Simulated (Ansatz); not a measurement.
# Sn2Te3Pt: the cost of one run

Program: Ansatz 0.2.0. Level of theory: DFT PBE, scalar-relativistic, plane waves, PAW. These are calculated values, not measurements.

## (1) The structure to begin with

Symmetry: R-3m, No. 166, trigonal system. The conventional cell has a = 6.436 Å, b = 6.436 Å, c = 15.184 Å, α = 90.00°, β = 90.00°, γ = 120.00°. Sn (site symmetry 3m) has 9 Te at 3.64 to 3.75 Å and 3 Pt at 3.76 Å and 4 Sn at 3.85 to 3.91 Å as nearest neighbours. Te (site symmetry 2/m) has 2 Pt at 3.14 Å and 4 Te at 3.22 Å and 6 Sn at 3.64 to 3.75 Å as nearest neighbours. Around Pt (site symmetry -3m) lie 6 Te at 3.14 Å.

As a file:

```cif
data_structure
_symmetry_space_group_name_H-M 'P 1'
_symmetry_Int_Tables_number 1
_cell_length_a 6.2788
_cell_length_b 6.2788
_cell_length_c 6.2788
_cell_angle_alpha 61.661
_cell_angle_beta 61.661
_cell_angle_gamma 61.661
_cell_volume 181.55
loop_
_atom_site_label
_atom_site_type_symbol
_atom_site_fract_x
_atom_site_fract_y
_atom_site_fract_z
_atom_site_occupancy
Sn1 Sn 0.62681 0.62681 0.62681 1
Sn2 Sn 0.37319 0.37319 0.37319 1
Te1 Te 0.00000 0.50000 0.00000 1
Te2 Te 0.50000 0.00000 0.00000 1
Te3 Te 0.00000 0.00000 0.50000 1
Pt1 Pt 0.00000 0.00000 0.00000 1
```

The cell is invented: species swapped into a database cell of Er2Al3Co (R-3m, No. 166), with Sn on the Er sites, Te on the Al sites and Pt on the Co sites. Its size is a rough estimate.

## (2) Probe: one point on a coarse mesh

Contents of input.yaml:

```yaml
crystal:
  lattice:
    - [3.21792418, 1.85786939, 5.06133317]
    - [-3.21792418, 1.85786939, 5.06133317]
    - [0.0, -3.71573878, 5.06133317]
  atoms:
    - { symbol: Sn, position: [0.626809, 0.626809, 0.626809] }
    - { symbol: Sn, position: [0.373191, 0.373191, 0.373191] }
    - { symbol: Te, position: [0.0, 0.5, 0.0] }
    - { symbol: Te, position: [0.5, 0.0, 0.0] }
    - { symbol: Te, position: [0.0, 0.0, 0.5] }
    - { symbol: Pt, position: [0.0, 0.0, 0.0] }
basis:
  ecutwfc: 420
kpoints:
  mp_grid: { grid: [3, 3, 3] }
hamiltonian:
  xc: pbe
scf:
  occupations: { method: gaussian, width: 0.1 }
  lower_state_search: "off"
output:
  forces: true
  stress: true
  eigenvalues: true
```

Run with:

```console
$ ansatz run input.yaml --threads 1 --pin off --max-ram 2560MiB --backend cpu --events-out ev --progress --plain --runs-dir out
```

What time and memory should one allow on 1 thread of Arm Neoverse V1, shared host?

About 4.4 s, with a peak of 0.46 GiB.
